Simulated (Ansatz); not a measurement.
GdO:

```
Gd O
1.0
     0.00000    2.70000    2.70000
     2.70000    0.00000    2.70000
     2.70000    2.70000    0.00000
Gd O
1 1
Direct
  0.00000 0.00000 0.00000
  0.75000 0.75000 0.75000
```

Base run:

- Program: Ansatz 0.2.0
- Functional: PBEsol
- Potentials or basis: Ansatz PAW
- Cutoff: 420 eV (not typed: the program's choice for these potentials)
- k mesh: 9 × 9 × 9
- Occupations: fermi-dirac, width 0.05 eV
- Spin: collinear spin, ferromagnetic start
- Starting moments: [7.0, 0.0] μB
- Hubbard terms: Gd f U = 4 eV

Its results: band gap on the k mesh none (metal or under the smearing width); pressure -4.2 GPa; net moment 7.88 μB per cell; site moments Gd +7.00; O +0.01 μB.

The run is repeated on the same cell with these changes: hubbard terms from Gd f U = 4 eV to none; hubbard projectors from ortho-atomic (the default) to none. What comes out?

Band gap on the k mesh none (metal or under the smearing width); pressure -4.5 GPa; net moment 7.51 μB per cell; site moments Gd +6.82; O -0.02 μB.

Caveats: spin-orbit coupling is left out, which moves the levels of the heavy elements; a cell with one magnetic atom can't hold antiferromagnetic order, which such compounds often take; the PAW data sets come from PBE, with cores solved anew for the run's functional, which leaves a small shift of forces and pressure; the magnetic or orbital state may not be the lowest (some runs); without U or exact exchange the open f shell lies at the Fermi level, which spoils levels, moments and volumes (some runs).
